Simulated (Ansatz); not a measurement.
NaLaMnMoO6:

```
CELL_PARAMETERS angstrom
5.10934 -0.00669 0.01056
-0.23945 5.68925 0.00703
-0.92899 -2.82542 5.11884
ATOMIC_POSITIONS crystal
Na 0.40776 0.38086 0.07519
La 0.03690 0.66325 0.68598
Mn 0.44271 0.04268 0.40638
Mo 0.90251 0.96387 0.30442
O 0.73627 0.69569 0.99417
O 0.72288 0.91846 0.55299
O 0.70112 0.27368 0.37292
O 0.19224 0.75325 0.36660
O 0.17926 0.03365 0.11672
O 0.20034 0.27462 0.63197
```

The cell was built by a generator and needn't be a form met in nature.

Base run:

| Property | Result |
| --- | --- |
| Program | Ansatz 0.2.0 |
| Functional | PBE |
| Potentials or basis | PseudoDojo standard (PBE files) |
| Cutoff | 1497 eV |
| Density cutoff | 5987 eV |
| k mesh | 6 × 6 × 5 |
| Occupations | fermi-dirac, width 0.05 eV |
| Spin | collinear spin, ferromagnetic start |
| Starting moments | [0.0, 0.0, 4.0, 1.0, 0.0, 0.0, 0.0, 0.0, 0.0, 0.0] μB |

Its results: band gap on the k mesh 0.81 eV, indirect (least direct gap 1.05 eV); pressure -0.1 GPa; net moment 3.00 μB per cell; site moments Na +0.00; La +0.01; Mn +2.70; Mo -0.18; O +0.02, -0.00, +0.01, +0.08 μB; largest force 0.085 eV/Å.

Question: The run is repeated on the same cell with these changes: potentials or basis from PseudoDojo standard (PBE files) to SPMS NC; cutoff from 1497 eV to 1034 eV; density cutoff from 5987 eV to 4136 eV. What comes out?

Answer: Band gap on the k mesh 0.81 eV, indirect (least direct gap 1.05 eV); pressure 0.3 GPa; net moment 3.00 μB per cell; site moments Na +0.00; La +0.01; Mn +2.69; Mo -0.18; O +0.02, -0.00, +0.01, +0.08 μB; largest force 0.091 eV/Å.

Caveats: odd divisions of the mesh miss points on the zone boundary, where band edges often lie, so the gap on the mesh can be too wide; spin-orbit coupling is left out, which moves the levels of the heavy elements; a cell with one magnetic atom can't hold antiferromagnetic order, which such compounds often take.

A k mesh can miss the band edges.

Not every run made on this cell is shown here.
